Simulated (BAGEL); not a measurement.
**GeH2Cl2O (SMILES [OH][GeH]([Cl])[Cl]) at HF/6-31G(d) (density fitting with qzvpp-jkfit, spherical functions)**

Aim: the energy change on altering one bond length of GeH2Cl2O at HF/6-31G* (density fitting with qzvpp-jkfit, spherical functions), from 2 runs. 

The calculation is run with BAGEL 1.2.2.

3 further runs of the same task are left out: 3 that didn't finish.

**1. The molecule**

The species is GeH2Cl2O (6 atoms), meant as a singlet with charge 0. As SMILES, `[OH][GeH]([Cl])[Cl]`. The coordinates come from a PBE0-D4/def2-TZVP relaxation. This is one conformer, not always the lowest.

Bond lengths: O1–Ge2 1.752 Å, Ge2–Cl3 2.137 Å, Ge2–Cl4 2.137 Å, O1–H5 0.961 Å, Ge2–H6 1.521 Å. Angles: O1–Ge2–Cl3 109.7°, O1–Ge2–Cl4 109.7°, Cl3–Ge2–Cl4 106.8°, O1–Ge2–H6 108.2°, Cl3–Ge2–H6 111.2°, Cl4–Ge2–H6 111.3°, Ge2–O1–H5 113.6°.

**2. The energy at HF/6-31G(d) (density fitting with qzvpp-jkfit, spherical functions)**

Input file input.json:

```json
{ "bagel" : [

{
  "title" : "molecule",
  "basis" : "6-31gs.json",
  "df_basis" : "qzvpp-jkfit",
  "angstrom" : "true",
  "geometry" : [
    { "atom" : "O", "xyz" : [      -0.161000,       1.291000,      -0.614200 ] },
    { "atom" : "Ge", "xyz" : [      -0.065400,      -0.148800,       0.378900 ] },
    { "atom" : "Cl", "xyz" : [       1.948500,      -0.862600,       0.421700 ] },
    { "atom" : "Cl", "xyz" : [      -1.252400,      -1.700600,      -0.487400 ] },
    { "atom" : "H", "xyz" : [       0.126400,       1.152000,      -1.521000 ] },
    { "atom" : "H", "xyz" : [      -0.554000,       0.204900,       1.775700 ] }
  ]
},

{ "title" : "hf", "charge" : 0 },

{ "title" : "print", "file" : "orbitals.molden", "orbitals" : "true" }

]}
```

The basis set 6-31G* is read from a file made from the Basis Set Exchange's data (not shown).

The run is started by

```sh
$ BAGEL_NUM_THREADS=1 BAGEL input.json > input.out
```

What it wrote:

```text
* using 1 threads per process

  ===============================================================
  ===============================================================

  *** Geometry ***

  { "atom" : "O", "xyz" : [     -0.304246,      2.439636,     -1.160670 ] },
  { "atom" : "Ge", "xyz" : [     -0.123588,     -0.281191,      0.716017 ] },
  { "atom" : "Cl", "xyz" : [      3.682131,     -1.630078,      0.796898 ] },
  { "atom" : "Cl", "xyz" : [     -2.366693,     -3.213668,     -0.921053 ] },
  { "atom" : "H", "xyz" : [      0.238861,      2.176964,     -2.874273 ] },
  { "atom" : "H", "xyz" : [     -1.046908,      0.387205,      3.355587 ] },

  Number of auxiliary basis functions:      635

  Since a DF basis is specified, we compute 2- and 3-index integrals:
    o Being stored without compression. Storage requirement is 0.038 GB

  Number of basis functions:       86
  Number of electrons      :       76

    * METHOD: MOLECULE                             0.36

  *** RHF ***

  === Nuclear Repulsion ===
   472.3860354439

      * DIIS with orbital gradients will be used.

  === RHF iteration (6-31gs.json) ===
      0      -3069.98378809          0.01704535           0.16
      1      -3070.09260748          0.01204854           0.14
      2      -3070.16853227          0.00106444           0.15
      3      -3070.16968973          0.00032275           0.13
      4      -3070.16982434          0.00007389           0.12
      5      -3070.16983346          0.00002179           0.12
      6      -3070.16983430          0.00000978           0.13
      7      -3070.16983440          0.00000210           0.12
      8      -3070.16983441          0.00000079           0.13
      9      -3070.16983441          0.00000030           0.13
     10      -3070.16983441          0.00000009           0.16
     11      -3070.16983441          0.00000003           0.13
     12      -3070.16983441          0.00000001           0.13
     13      -3070.16983441          0.00000001           0.12
    * SCF iteration converged.

    * Permanent dipole moment:
           (    0.079338,    -0.275657,    -0.010284) a.u.

    * METHOD: HF                                   2.25

    * METHOD: PRINT                                0.01

  ===============================================================
```

It took 3.6 s on 1 thread of Intel Xeon 6975P-C (Granite Rapids), shared host; peak memory 0.18 GiB.

**3. The distorted shape at the same level**

Input file calc.json:

```json
{ "bagel": [

{
  "title": "molecule",
  "basis": "6-31gs.json",
  "df_basis": "qzvpp-jkfit",
  "angstrom": "true",
  "geometry": [
    { "atom": "O", "xyz": [   -1.167923,    1.647890,   -0.635599 ] },
    { "atom": "Ge", "xyz": [   -1.072323,    0.208090,    0.357501 ] },
    { "atom": "Cl", "xyz": [    1.948500,   -0.862600,    0.421700 ] },
    { "atom": "Cl", "xyz": [   -2.259323,   -1.343710,   -0.508799 ] },
    { "atom": "H", "xyz": [   -0.880523,    1.508890,   -1.542399 ] },
    { "atom": "H", "xyz": [   -1.560923,    0.561790,    1.754301 ] }
  ]
},
{ "title": "hf" },
{ "title": "print", "file": "orbitals.molden", "orbitals": "true" }

]}
```

The basis set 6-31G* is read from a file made from the Basis Set Exchange's data (not shown).

The run is started by

```sh
$ BAGEL_NUM_THREADS=1 BAGEL calc.json > calc.out
```

What it wrote:

```text
* using 1 threads per process

  ===============================================================
  ===============================================================

  *** Geometry ***

  { "atom" : "O", "xyz" : [     -2.207055,      3.114061,     -1.201108 ] },
  { "atom" : "Ge", "xyz" : [     -2.026397,      0.393233,      0.675579 ] },
  { "atom" : "Cl", "xyz" : [      3.682131,     -1.630078,      0.796898 ] },
  { "atom" : "Cl", "xyz" : [     -4.269502,     -2.539244,     -0.961491 ] },
  { "atom" : "H", "xyz" : [     -1.663947,      2.851389,     -2.914712 ] },
  { "atom" : "H", "xyz" : [     -2.949717,      1.061629,      3.315148 ] },

  Number of auxiliary basis functions:      635

  Since a DF basis is specified, we compute 2- and 3-index integrals:
    o Being stored without compression. Storage requirement is 0.038 GB

  Number of basis functions:       86
  Number of electrons      :       76

    * METHOD: MOLECULE                             0.49

  *** RHF ***

  === Nuclear Repulsion ===
   411.7334746978

      * DIIS with orbital gradients will be used.

  === RHF iteration (6-31gs.json) ===
      0      -3069.81007067          0.01791237           0.20
      1      -3069.94804805          0.01362727           0.15
      2      -3070.05747634          0.00120286           0.12
      3      -3070.05934233          0.00045424           0.13
      4      -3070.05967150          0.00012861           0.13
      5      -3070.05971513          0.00004421           0.13
      6      -3070.05972014          0.00002236           0.14
      7      -3070.05972117          0.00000529           0.13
      8      -3070.05972124          0.00000249           0.15
      9      -3070.05972125          0.00000110           0.14
     10      -3070.05972125          0.00000045           0.13
     11      -3070.05972125          0.00000018           0.13
     12      -3070.05972125          0.00000010           0.13
     13      -3070.05972125          0.00000005           0.14
     14      -3070.05972125          0.00000003           0.13
     15      -3070.05972125          0.00000001           0.14
     16      -3070.05972125          0.00000001           0.14
    * SCF iteration converged.

    * Permanent dipole moment:
           (    2.278242,    -0.925084,     0.146097) a.u.

    * METHOD: HF                                   2.75

    * METHOD: PRINT                                0.01

  ===============================================================
```

Run time: 4.8 s. Hardware: 1 thread of Intel Xeon 6975P-C (Granite Rapids), shared host; peak memory 0.18 GiB.

**4. What came out**

At HF/6-31G* (density fitting with qzvpp-jkfit, spherical functions):

| quantity | value |
| --- | --- |
| first shape: total energy | -3070.16983 Eh |
| first shape: dipole moment | 0.73 D |
| first shape: HOMO energy | -12.64 eV |
| first shape: LUMO energy | 3.17 eV |
| first shape: HOMO–LUMO gap | 15.81 eV |
| distorted shape: total energy | -3070.05972 Eh |
| distorted shape: dipole moment | 6.26 D |
| distorted shape: HOMO energy | -10.52 eV |
| distorted shape: LUMO energy | -1.46 eV |
| distorted shape: HOMO–LUMO gap | 9.06 eV |
| energy change with the Ge2–Cl3 bond stretched from 2.137 to 3.206 Å | 2.996 eV |

In words: With the Ge2–Cl3 bond stretched from 2.137 to 3.206 Å the energy rises by 3.00 eV (289 kJ/mol). The first shape isn't relaxed at this level, so the change isn't measured from a minimum. A restricted reference can't describe the breaking bond well at this length.
